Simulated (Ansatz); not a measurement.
**ZrH: a phonon run**

Wanted: a converged phonon run for ZrH, and a check of what comes out. The structure is shown as the input types it.

Computed with Ansatz 0.2.0 (DFT, PBEsol, PAW with Ansatz's default frozen-core files, scalar-relativistic; harmonic phonons by finite displacements, unless a step's input says otherwise).

1 further run of the same task is left out (set aside as unsound or not needed).

## Step 1: The starting structure

Symmetry: P4_2/mmc, No. 131, tetragonal system. The conventional cell has a = 3.217 Å, b = 3.217 Å, c = 5.056 Å, α = 90.00°, β = 90.00°, γ = 90.00°. Zr (site symmetry mmm) is surrounded by 4 H at 2.05 Å. H (site symmetry -4m2) has 4 Zr at 2.05 Å as nearest neighbours.

Coordinates:

```
Zr H
1.0
     3.21687    0.00000    0.00000
     0.00000    3.21687    0.00000
     0.00000    0.00000    5.05611
Zr H
2 2
Direct
  0.00000 0.50000 0.00000
  0.50000 0.00000 0.50000
  0.00000 0.00000 0.75000
  0.00000 0.00000 0.25000
```

## Step 2: Input and run

Input file input.yaml:

```yaml
crystal:
  lattice:
    - [3.21686975598, 0.0, 0.0]
    - [0.0, 3.21686975598, 0.0]
    - [0.0, 0.0, 5.05611186204]
  atoms:
    - { symbol: Zr, position: [0.0, 0.5, 0.0] }
    - { symbol: Zr, position: [0.5, 0.0, 0.5] }
    - { symbol: H, position: [0.0, 0.0, 0.75] }
    - { symbol: H, position: [0.0, 0.0, 0.25] }
kpoints:
  mp_grid: { grid: [10, 10, 6] }
scf:
  occupations: { method: fermi_dirac, width: 0.1 }
  convergence: { dr2_threshold: 0.0 }
  max_iter: 100
hamiltonian:
  xc: pbesol
  pseudopotentials: { kind: paw }
phonons:
  supercell: [1, 1, 1]
```

Command:

```console
$ ansatz run input.yaml --threads 1 --pin off --max-ram 3072MiB --backend cpu --events-out ev --progress --plain --runs-dir out
```

What it wrote:

```text
Error: invalid value for `scf.convergence.dr2_threshold`: must be finite and > 0; got 0 eV
```

Wall time 0.03 s (1 thread of Intel Xeon Platinum 8488C (Sapphire Rapids), shared host); peak memory 0.041 GiB.

## Step 3: Diagnosis

The program refused the input before any cycle. It says: «invalid value for `scf.convergence.dr2_threshold`: must be finite and > 0; got 0 eV»

Look at the input: scf.convergence.dr2_threshold is 0.0. The program checks this value's range before starting, and it fails the check.

Fix: delete scf.convergence.dr2_threshold (the default then holds).

## Step 4: Again, with the input mended

Other changes include scf.max_iter.

input.yaml: that of step 2 with these lines changed.

```diff
@@ -14,4 +14,2 @@
   occupations: { method: fermi_dirac, width: 0.1 }
-  convergence: { dr2_threshold: 0.0 }
-  max_iter: 100
 hamiltonian:
```

Command:

```console
$ ansatz run input.yaml --threads 1 --pin off --max-ram 3072MiB --backend cpu --events-out ev --progress --plain --runs-dir out
```

From the output:

```text
[...]
Basis set: ecut = 420 eV, 1033 PW (Γ), exchange–correlation on 48×48×72 points (8 copies of the dense FFT grid, shifted against one another)
[...]
k-points: 84 of 600
[...]
SCF iter   1: F=—  HF=-8290.504213 eV  |F-HF|=—  |Δ(HF+E_count)|=         —  Δρ=7.26e-3  dr2=2.21e-2  ethr=1.77e-3  ⟨swp⟩=4.5  Hψ=5902  notcnv=0
preconditioner: auto → Kerker (q_TF=auto, 2.428 Å⁻¹)  [metal: Δε(μ)=0.042 eV  Ē_g=4.879 eV  σ=0.100 eV  W_gap=0.10  n_scr=14 (ndim 8)  ℏωp=16.2 eV  f_vac=0.000  D(μ)=2.09/eV (n_scr^D=16)]
SCF iter   2: F=—  HF=-8290.500181 eV  |F-HF|=—  |Δ(HF+E_count)|=   4.03e-3  Δρ=4.33e-3  dr2=8.69e-3  ethr=8.49e-5  ⟨swp⟩=1.0  Hψ=2100  notcnv=0
[...]
k-points: 304 of 600 (time reversal used)
[...]
SCF iter   6: F=—  HF=-8290.497693 eV  |F-HF|=—  |Δ(HF+E_count)|=  5.82e-11  Δρ=2.45e-7  dr2=9.04e-11  ethr=1.39e-12  ⟨swp⟩=2.1  Hψ=6953  notcnv=0
SCF iter   7: F=-8290.497693 eV  HF=-8290.497693 eV  |F-HF|=1.82e-12  |Δ(HF+E_count)|=  1.27e-11  Δρ=5.09e-8  dr2=2.02e-12  ethr=1.00e-12  ⟨swp⟩=4.0  Hψ=21247  notcnv=0
[...]
SCF converged after 8 iterations
Free energy (F): -8290.497715 eV
[...]
E sigma→0 (E₀):  -8290.462156 eV
[...]
Fermi energy:    12.550212 eV
[...]
```

It took 33 s on 1 thread of Intel Xeon Platinum 8488C (Sapphire Rapids), shared host; peak memory 0.64 GiB.

## Step 5: Outcome

| quantity | value |
| --- | --- |
| first try | refused |
| cause | value out of range |
| second try | converged |
| energy (zero set by the potentials) | -8290.4977 eV |

The second try converges.
